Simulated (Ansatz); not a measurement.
A run of Ansatz 0.2.0:

The input input.yaml:

```yaml
crystal:
  lattice:
    - [3.191423, 0.0, 0.0]
    - [0.0, 3.191423, 0.0]
    - [0.0, 0.0, 4.485164]
  atoms:
    - { symbol: Hf, position: [0.0, 0.0, 0.0] }
    - { symbol: Mo, position: [0.5, 0.5, 0.5] }
    - { symbol: C, position: [0.5, 0.5, 0.0] }
    - { symbol: C, position: [0.0, 0.0, 0.5] }
hamiltonian:
  xc: pbesol
  pseudopotentials: { kind: paw }
kpoints:
  mp_grid: { grid: [8, 8, 6] }
  band_path:
    path:
      - [[0.0, 0.0, 0.0], [0.0, 0.5, 0.0], [0.5, 0.5, 0.0], [0.0, 0.0, 0.0], [0.0, 0.0, 0.5], [0.0, 0.5, 0.5], [0.5, 0.5, 0.5], [0.0, 0.0, 0.5]]
      - [[0.0, 0.5, 0.0], [0.0, 0.5, 0.5]]
      - [[0.5, 0.5, 0.0], [0.5, 0.5, 0.5]]
    npoints: 14
scf:
  occupations: { method: fermi_dirac, width: 0.05 }
  n_extra_bands: 10
output:
  forces: true
  stress: true
  eigenvalues: true
  fatbands: true
```

Potentials or basis: Ansatz PAW.

Run with:

```sh
$ ansatz run input.yaml --threads 2 --pin off --max-ram 5632MiB --backend cpu --events-out ev --progress --plain --runs-dir out
```

Hardware: 2 threads of AMD EPYC 7R13 Processor (Zen 3), on a shared host.

Problem. Estimate the wall time of this run.

Solution. Wall time 5.4 s on 2 threads of AMD EPYC 7R13 Processor (Zen 3), on a shared host, peak memory 0.44 GiB. Counts: scf iterations 7, plane waves 903, k points 60, bands 34.
